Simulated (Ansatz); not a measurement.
**C2H9AsSi: a ladder of functionals and wavefunction methods**

One table from this session's results is given with a row withheld; the runs are named, their logs left out.

The runs use Ansatz 0.2.0, Gaussian basis; functionals in def2-TZVPP, the program's frozen cores in correlated methods.

Levels to be run: LDA (SPW92), PBE-D4, revPBE-D4, BLYP-D4, r2SCAN-D4, B97M-V, PBE0-D4, B3LYP-D4, r2SCANh-D4, r2SCAN0-D4, HSE06-D4, BHLYP-D4, CAM-B3LYP-D4, LC-ωPBE, ωB97X-V, ωB97M-V, B2PLYP, PBE-QIDH; CCSD(T)/def2-SVP; CCSD(T)/def2-TZVPP; MP2/def2-QZVPP; extrapolation to the limit; RPA on PBE.

**The geometry**

The geometry comes from an earlier relaxation with PBE0-D4 in a triple-zeta def2 set; it is a stationary point, not always the lowest conformer.

SMILES `C[As](C)[SiH3]`, 13 atoms, charge 0, spin multiplicity 1.

Atoms are counted from 1 here; the program's logs count them from 0.

Bond lengths: C1–As2 1.975 Å, C1–H5 1.090 Å, C1–H6 1.091 Å, C1–H7 1.091 Å, As2–C3 1.975 Å, As2–Si4 2.359 Å, C3–H8 1.091 Å, C3–H9 1.090 Å, C3–H10 1.091 Å, Si4–H11 1.488 Å, Si4–H12 1.492 Å, Si4–H13 1.488 Å. Angles: As2–C1–H5 109.3°, As2–C1–H6 112.0°, As2–C1–H7 108.3°, H5–C1–H6 109.5°, H5–C1–H7 108.4°, H6–C1–H7 109.3°, C1–As2–C3 97.5°, C1–As2–Si4 95.8°, C3–As2–Si4 95.8°, As2–C3–H8 112.0°, As2–C3–H9 109.3°, As2–C3–H10 108.3°, H8–C3–H9 109.5°, H8–C3–H10 109.3°, H9–C3–H10 108.4°, As2–Si4–H11 109.9°, As2–Si4–H12 111.2°, As2–Si4–H13 109.9° and more.

Set-up of the first run:

in.yaml reads:

```yaml
crystal:
  periodic: [false, false, false]
  atoms:
    - {symbol: C, position_ang: [-0.541049, 1.690796, 0.027217]}
    - {symbol: As, position_ang: [0.631268, 0.376029, -0.866755]}
    - {symbol: C, position_ang: [1.602774, -0.239261, 0.739391]}
    - {symbol: Si, position_ang: [-0.945274, -1.378275, -0.878212]}
    - {symbol: H, position_ang: [-1.311080, 2.019662, -0.671322]}
    - {symbol: H, position_ang: [-1.012487, 1.278166, 0.920015]}
    - {symbol: H, position_ang: [0.063861, 2.554894, 0.305763]}
    - {symbol: H, position_ang: [0.926527, -0.467843, 1.564035]}
    - {symbol: H, position_ang: [2.184688, -1.127059, 0.489888]}
    - {symbol: H, position_ang: [2.291224, 0.549553, 1.045953]}
    - {symbol: H, position_ang: [-0.284735, -2.650012, -1.279491]}
    - {symbol: H, position_ang: [-1.555521, -1.564556, 0.470287]}
    - {symbol: H, position_ang: [-2.029695, -1.077094, -1.851870]}
basis:
  gaussian: {orbitals: def2-TZVPP}
hamiltonian: {xc: lda}
output: {orbitals: {seedname: orbitals}}
```

Steps of the session up to this table: LDA; PBE-D4 (GGA); revPBE-D4 (GGA); BLYP-D4 (GGA); r2SCAN-D4 (meta-GGA); B97M-V (meta-GGA); PBE0-D4 (hybrid); B3LYP-D4 (hybrid); r2SCANh-D4 (hybrid); r2SCAN0-D4 (hybrid); HSE06-D4 (hybrid); BHLYP-D4 (hybrid); CAM-B3LYP-D4 (range-separated); LC-ωPBE-D4 (range-separated; the results give it without D4); ωB97X-V (range-separated); ωB97M-V (range-separated); B2PLYP (double hybrid); PBE-QIDH (double hybrid).

One table of the session follows, with a row left open; its other results are not shown here.

It belongs to the step «Frontier levels by functional». 

```
  functional  HOMO (eV)  LUMO (eV)  gap (eV)
 LDA (SPW92)      -5.74      -0.77      4.98
      PBE-D4      -5.62      -0.54      5.09
   revPBE-D4      -5.58      -0.43      5.14
     BLYP-D4      -5.49      -0.42      5.07
   r2SCAN-D4      -5.83      -0.21      5.63
      B97M-V      -5.93      -0.40      5.53
     PBE0-D4      -6.65       0.26      6.90
    B3LYP-D4      -6.46       0.04      6.51
  r2SCANh-D4      -6.21       0.06      6.28
  r2SCAN0-D4      -6.79       0.46      7.25
    HSE06-D4      -6.26      -0.11      6.14
    BHLYP-D4      -7.56       1.06      8.62
CAM-B3LYP-D4          ?          ?         ?
     LC-ωPBE      -9.15       2.32     11.47
     ωB97X-V      -8.84       2.18     11.02
     ωB97M-V      -8.72       1.88     10.61
```

Q: Estimate the row for CAM-B3LYP-D4 from the others.

As computed: HOMO (eV): -7.89; LUMO (eV): 1.19; gap (eV): 9.08. In the column «HOMO (eV)» it lies between ωB97M-V (-8.72) and BHLYP-D4 (-7.56).
